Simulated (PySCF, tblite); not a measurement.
**C₄H₅F₃O₂− (doublet): geometry, infrared bands and EPR parameters**

Wanted: the infrared bands and EPR parameters of C₄H₅F₃O₂− (doublet) (`C[C]([O-])COC(F)(F)F`), by calculation.

Computed with tblite 0.8.0 and PySCF 2.14.0, with density-fitted response routines of our own, on a single molecule in the gas phase. Atoms are numbered from 0 throughout.

### 1 The molecule as given

14 atoms, charge -1, multiplicity 2; geometry from: force field or distance geometry start.

Bonds of the start (Å): C0–C1 1.49, C1–O2 1.39, C1–C3 1.53, C3–O4 1.40, O4–C5 1.40, C5–F6 1.39, C5–F7 1.39, C5–F8 1.38, C0–H9 1.11, C0–H10 1.13, C0–H11 1.12, C3–H12 1.13, C3–H13 1.09.

### 2 Optimising the geometry with GFN2-xTB

What the job is given:

```
{"job": {"kind": "relax", "xc": "GFN2-xTB", "basis": "xTB"}, "charge": -1, "multiplicity": 2}
C     -1.863400     0.097700    -0.831700
C     -0.615000    -0.462800    -0.250600
O     -0.773900    -1.682900     0.398100
C     -0.026000     0.598200     0.680000
O      1.134400     0.036200     1.223400
C      2.067700    -0.295700     0.240800
F      3.154900    -0.823000     0.929400
F      1.593600    -1.304400    -0.583400
F      2.428300     0.757400    -0.572500
H     -2.607500    -0.711400    -0.971400
H     -1.585100     0.589600    -1.808700
H     -2.266100     0.877800    -0.133400
H     -0.780700     0.785200     1.505200
H      0.138200     1.537600     0.152500
```

Started as:

```console
$ OMP_NUM_THREADS=1 python probes_run.py task.json out
```

This one command runs all jobs of the session in turn.

The program printed:

```text
step      E/eV     max force
  0    -913.12753    3.819
  1    -913.77549    1.387
  2    -913.92472    1.338
  3    -913.99710    0.649
  4    -914.04672    0.535
  5    -914.08237    0.662
  6    -914.13313    1.004
  7    -914.18487    0.937
  8    -914.22600    0.484
  9    -914.24920    0.413
 10    -914.26233    0.289
 11    -914.27408    0.336
 12    -914.28532    0.266
 13    -914.29730    0.336
 14    -914.32381    0.813
 15    -914.31693    2.576
 16    -914.34902    1.716
 17    -914.35118    2.055
 18    -914.34691    1.928
 19    -914.36709    2.645
 20    -914.39030    2.382
 21    -914.51074    2.078
 22    -914.88962    3.452
 23    -915.05764    0.964
 24    -915.15031    0.909
 25    -915.24374    1.144
 26    -915.31518    0.787
 27    -915.36970    0.661
 28    -915.41502    0.655
 29    -915.46424    0.697
 30    -915.51255    0.543
 31    -915.54455    0.410
 32    -915.56383    0.365
 33    -915.58302    0.350
 34    -915.60107    0.358
 35    -915.61501    0.292
 36    -915.62648    0.349
 37    -915.63662    0.242
 38    -915.64761    0.274
 39    -915.65734    0.301
 40    -915.66699    0.278
 41    -915.67375    0.203
 42    -915.67908    0.226
 43    -915.68320    0.188
 44    -915.68915    0.252
 45    -915.69570    0.239
 46    -915.70279    0.274
 47    -915.71101    0.365
 48    -915.72021    0.309
 49    -915.73038    0.360
 50    -915.74190    0.321
 51    -915.75212    0.405
 52    -915.75897    0.339
 53    -915.76780    0.297
 54    -915.77707    0.368
 55    -915.78882    0.308
 56    -915.80122    0.238
 57    -915.80585    0.280
 58    -915.81042    0.150
 59    -915.81365    0.145
 60    -915.81542    0.108
 61    -915.81667    0.092
 62    -915.81798    0.084
 63    -915.81942    0.099
 64    -915.82161    0.138
 65    -915.82427    0.135
 66    -915.82727    0.162
 67    -915.83025    0.163
 68    -915.83339    0.179
 69    -915.83648    0.160
 70    -915.84006    0.254
 71    -915.84450    0.219
 72    -915.85569    0.228
 73    -915.86491    0.345
 74    -915.88762    0.466
 75    -915.89761    0.708
 76    -915.91787    0.576
 77    -915.92356    0.889
 78    -915.94458    0.366
 79    -915.95425    0.221
 80    -915.96019    0.158
 81    -915.96356    0.130
 82    -915.96460    0.102
 83    -915.96614    0.095
 84    -915.96767    0.082
 85    -915.96867    0.071
 86    -915.97059    0.099
 87    -915.97334    0.171
 88    -915.97785    0.213
 89    -915.98285    0.233
 90    -915.98682    0.175
 91    -915.98880    0.121
 92    -915.98982    0.101
 93    -915.99098    0.090
 94    -915.99177    0.056
 95    -915.99205    0.049
 96    -915.99228    0.049
 97    -915.99257    0.041
 98    -915.99287    0.047
 99    -915.99318    0.053
100    -915.99347    0.042
101    -915.99369    0.032
102    -915.99382    0.027
103    -915.99391    0.025
104    -915.99401    0.028
105    -915.99414    0.031
106    -915.99429    0.043
107    -915.99440    0.036
108    -915.99445    0.018
109    -915.99449    0.014
110    -915.99452    0.023
111    -915.99458    0.042
112    -915.99470    0.061
113    -915.99495    0.079
114    -915.99544    0.083
115    -915.99610    0.065
116    -915.99673    0.070
117    -915.99731    0.049
118    -915.99764    0.054
119    -915.99793    0.044
120    -915.99814    0.043
121    -915.99831    0.025
122    -915.99843    0.027
123    -915.99852    0.027
124    -915.99864    0.023
125    -915.99876    0.031
126    -915.99884    0.020
127    -915.99891    0.038
128    -915.99897    0.023
129    -915.99904    0.029
130    -915.99910    0.023
131    -915.99913    0.034
132    -915.99919    0.025
133    -915.99925    0.027
134    -915.99936    0.034
135    -915.99954    0.044
136    -915.99981    0.056
137    -916.00015    0.065
138    -916.00055    0.063
139    -916.00095    0.048
140    -916.00111    0.060
141    -916.00120    0.048
142    -916.00139    0.027
143    -916.00144    0.022
144    -916.00148    0.023
145    -916.00152    0.016
146    -916.00156    0.012
147    -916.00158    0.008
```

Wall time 0.69 s (1 thread of Arm Neoverse V2, shared host).

Step by step: (not every step is listed)

```csv
step,energy from step 0 (eV),largest force (eV/Å)
0,0.0000,3.8188
1,-0.6480,1.3868
2,-0.7972,1.3379
3,-0.8696,0.6491
4,-0.9192,0.5354
5,-0.9548,0.6619
6,-1.0056,1.0039
7,-1.0573,0.9370
8,-1.0985,0.4843
21,-1.3832,2.0783
34,-2.4735,0.3583
47,-2.5835,0.3650
60,-2.6879,0.1080
73,-2.7374,0.3445
86,-2.8431,0.0987
99,-2.8657,0.0532
112,-2.8672,0.0613
125,-2.8712,0.0307
138,-2.8730,0.0634
142,-2.8739,0.0267
143,-2.8739,0.0224
144,-2.8740,0.0234
145,-2.8740,0.0161
146,-2.8740,0.0119
147,-2.8741,0.0077
```

Close pairs (by a distance rule), those that changed most:

```csv
bond,before (Å),after (Å),change (Å)
C3–O4,1.399,2.227,+0.828
O4–C5,1.395,1.215,-0.181
C1–O2,1.391,1.241,-0.150
C1–C3,1.529,1.412,-0.117
C3–H12,1.134,1.074,-0.060
C0–H10,1.129,1.087,-0.041
C0–C1,1.487,1.521,+0.034
C0–H11,1.122,1.088,-0.033
```

The end geometry stands in the next job.

### 3 Infrared spectrum with GFN2-xTB

What the job is given:

```
{"job": {"kind": "ir", "xc": "GFN2-xTB", "basis": "xTB"}, "charge": -1, "multiplicity": 2}
C     -1.485351    -0.085175    -1.051817
C     -1.483161    -0.219964     0.463155
O     -2.265329    -0.999876     1.027877
C     -0.564991     0.603458     1.150522
O      1.412275    -0.418772     1.070519
C      2.079277    -0.244044     0.070532
F      3.466935    -0.408512     0.209806
F      1.829193    -1.065241    -1.041983
F      2.026557     1.026670    -0.535975
H     -2.300219    -0.665407    -1.479779
H     -0.539942    -0.460167    -1.436057
H     -1.582337     0.958963    -1.343632
H     -0.506414     0.551764     2.221542
H     -0.087169     1.425830     0.653122
```

The program printed:

```text
mode    cm-1     km/mol
  1      16.3      1.81
  2      42.9      0.60
  3      82.4      4.23
  4     100.5      1.96
  5     115.3      0.65
  6     129.0      2.66
  7     227.4     62.40
  8     375.3      0.16
  9     389.9      1.15
 10     391.3      8.06
 11     501.9     17.79
 12     532.6      2.53
 13     539.8      6.06
 14     543.1      9.57
 15     550.8      2.76
 16     682.6      2.87
 17     774.9    215.85
 18     789.5    247.04
 19     804.6    395.22
 20     814.2    263.15
 21     864.8     29.93
 22     960.4     16.39
 23     988.4      9.11
 24    1039.9     10.36
 25    1273.6     85.45
 26    1367.0     14.80
 27    1405.2     19.77
 28    1469.3     12.14
 29    1478.1      5.57
 30    1555.1   1461.85
 31    1589.3     92.59
 32    3011.7     36.95
 33    3031.3     42.57
 34    3044.8      2.28
 35    3124.9      4.01
 36    3172.8     22.23
```

Wall time 0.31 s (1 thread of Arm Neoverse V2, shared host).

Which atoms move in the most intense modes:

| cm⁻¹ | km/mol | atoms |
| --- | --- | --- |
| 227 | 62.4 | C3 55 %, F6 14 % |
| 775 | 215.8 | C5 30 %, O4 21 %, F8 20 %, F7 12 % |
| 790 | 247.0 | C5 33 %, H13 28 % |
| 805 | 395.2 | C5 68 %, H13 13 % |
| 814 | 263.1 | C5 53 %, H13 18 %, H12 11 % |
| 1274 | 85.5 | C1 52 %, H12 21 % |
| 1555 | 1461.8 | C5 51 %, O4 36 % |
| 1589 | 92.6 | C1 56 %, O2 27 % |

The optimised geometry no longer has the bonds of the starting formula, so what follows describes that rearranged structure.

### 4 EPR parameters: B3LYP/pcH-1

Settings changed since step 3:

```diff
@@ -1,2 +1,2 @@
-{"job": {"kind": "ir", "xc": "GFN2-xTB", "basis": "xTB"}, "charge": -1, "multiplicity": 2}
+{"job": {"kind": "epr", "basis": "pcH-1"}, "charge": -1, "multiplicity": 2}
 C     -1.485351    -0.085175    -1.051817
```

Method: UKS B3LYP, pcH-1 on C F H O, non-relativistic, mean-field spin-orbit, GIAO.

The program printed:

```text
UKS, coarse grid
  cycle   1  E = -605.11365119  |g| = 1.05e+00
  cycle   2  E = -604.09436217  |g| = 1.97e+00
  cycle   3  E = -605.44111541  |g| = 3.40e-01
  cycle   4  E = -605.48239331  |g| = 1.05e-01
  cycle   5  E = -605.48545620  |g| = 4.80e-02
  cycle   6  E = -605.48621810  |g| = 1.75e-02
  cycle   7  E = -605.48634818  |g| = 6.68e-03
  cycle   8  E = -605.48638813  |g| = 2.21e-03
  cycle   9  E = -605.48639602  |g| = 1.18e-03
  cycle  10  E = -605.48639641  |g| = 2.47e-04
UKS, final grid
  cycle   1  E = -605.48632238  |g| = 2.79e-04
  cycle   2  E = -605.48632236  |g| = 4.08e-04
  cycle   3  E = -605.48632242  |g| = 6.44e-05
  cycle   4  E = -605.48632242  |g| = 5.14e-05
  cycle   5  E = -605.48632242  |g| = 2.11e-05
E = -605.48632242 Eh   <S^2> = 0.7588 (exact 0.7500)
g shifts (ppm)      1          2          3
  rmc          -233       -233       -233
  gc              6         65         81
  oz_so          96       1939       4191
  total        -130       1771       4039
hyperfine (MHz)  atom isotope    a_iso     a_fc   dipolar eigenvalues
    0   13C      -4.88      -4.88     -1.05      0.04      1.01
    1   13C     -30.44     -30.44     -3.37     -0.11      3.47
    2   17O     -20.16     -20.16    -86.23     42.86     43.37
    3   13C      98.36      98.36    -57.31    -56.77    114.08
    4   17O    -101.45    -101.45    -39.39     19.36     20.02
    5   13C      -0.85      -0.85     -3.01      0.08      2.93
    6   19F      51.57      51.57    -26.97    -26.73     53.70
    7   19F      -7.89      -7.89     -3.08     -1.25      4.33
    8   19F     -10.97     -10.97     -4.86     -3.10      7.96
    9    1H      -0.48      -0.48     -2.07     -1.25      3.32
   10    1H       8.54       8.54     -3.02     -1.69      4.71
   11    1H       2.35       2.35     -2.77     -2.27      5.03
   12    1H     -41.69     -41.69    -25.55     -3.75     29.30
   13    1H     -37.35     -37.35    -27.07     -4.64     31.71
```

It took 75 s on 1 thread of Arm Neoverse V2, shared host; peak memory 1 GiB.

Principal g values 2.00219, 2.00409, 2.00636; g(iso) = 2.00421, against 2.00232 for a free electron.

Hyperfine couplings, nucleus by nucleus at this fixed geometry (no averaging over rotations):

```csv
nuclei,isotope,a(iso) (MHz),"a(iso) (G, at g = 2.0023)",largest dipolar term (MHz)
O4,17O,-101.5,-36.2,-39.4
C3,13C,98.4,35.1,114.1
F6,19F,51.6,18.4,53.7
H12,1H,-41.7,-14.9,29.3
H13,1H,-37.3,-13.3,31.7
C1,13C,-30.4,-10.9,3.5
O2,17O,-20.2,-7.2,-86.2
F8,19F,-11.0,-3.9,8.0
H10,1H,8.5,3.0,4.7
F7,19F,-7.9,-2.8,4.3
C0,13C,-4.9,-1.7,-1.1
H11,1H,2.3,0.8,5.0
C5,13C,-0.9,-0.3,-3.0
H9,1H,-0.5,-0.2,3.3
```

Mulliken spin populations:

C0 0.00; C1 -0.03; O2 0.27; C3 0.70; O4 0.10; C5 0.00; F6 0.01; F7 0.00; F8 0.00; H9 0.00; H10 0.00; H11 0.00; H12 -0.03; H13 -0.03

Orbitals, density, ELF and potential are computed afterwards from the orbital file.

ELF in a plane through or near 7 of the atoms.

Ten even steps from ' ' (0.00) to '@' (1.00):
```
                                                        
                                                        
                                                        
                                                        
                              ..      ....              
              ..--++++--    ##@@**::==%%%%--            
              ..++####**..  @@@@@@++%%@@@@##..          
        ::====  ::****++..  @@@@@@--%%@@@@%%::          
      ..==%%%%::--++==..    **%%**..++%%%%==            
      ..**%%==##::++--::      ::%%@@##::                
      ..++%%%%++--==##**::  ::++==::**::                
        ::++++  --####%%----##@@**::++++::..            
          ..    ==%%%%%%::==++**%%++==--::..            
                ==****::  ##@@%%--    ....              
                ..::..  ::@@@@@@**                      
                        ==@@@@@@##                      
                        ::##@@%%==                      
                                                        
                                                        
                                                        
```
The map spans 12.1 Å across and 9.9 Å up, centred on the molecule. Atoms in the plane (x, y in Å): C0 (1.6, 0.9), C1 (1.4, -0.5), C5 (-2.1, 0.2), F6 (-3.5, 0.2), H9 (2.4, 1.4), H10 (0.7, 1.4), H12 (0.3, -2.3).

On the surface of density 0.002 e/bohr³ the electrostatic potential runs, from the 1st to the 99th percentile, from -5.64 V near O4 to -2.47 V near H11.

The spin density lies nearest to C3 43 %; O2 23 %; O4 11 %; C1 8 %.

### 5 What came out

| quantity | value |
| --- | --- |
| strongest single infrared mode (GFN2-xTB) | 1555 cm⁻¹, 1462 km/mol |
| zero-point energy (GFN2-xTB) | 54.0 kcal/mol |
| g(iso) (B3LYP) | 2.00421 |
| ⟨S²⟩ | 0.759 (exact 0.75) |
| largest a(iso) | 17O on O4, -101.5 MHz |

What this shows: Over 147 steps the energy fell by 2.874 eV; of the close pairs, C3–O4 changed most, 1.399 to 2.227 Å. The frame itself reshapes: C3···O4 goes from 1.40 to 2.23 Å. No mode is imaginary among the 36: a minimum at this level. The strongest single mode, at 1555 cm⁻¹, moves mainly C5 and O4. GFN2-xTB is a fitted tight-binding method: band positions and strengths are rough. Its intensities can rank the bands wrongly. The structure rearranged or came apart on optimisation; the results belong to the end geometry, not to the formula as drawn. The largest share of the spin, 0.70 e, sits on C3. The isotropic g lies 1.9 ppt above the free-electron value. The records flag this anion as possibly unbound in the gas phase, so the basis may hold the extra electron. These values are for one conformer; the search (at its own cheap level) found 2 more, at 0.06, 0.83 kcal/mol, and measured spectra average over such forms.
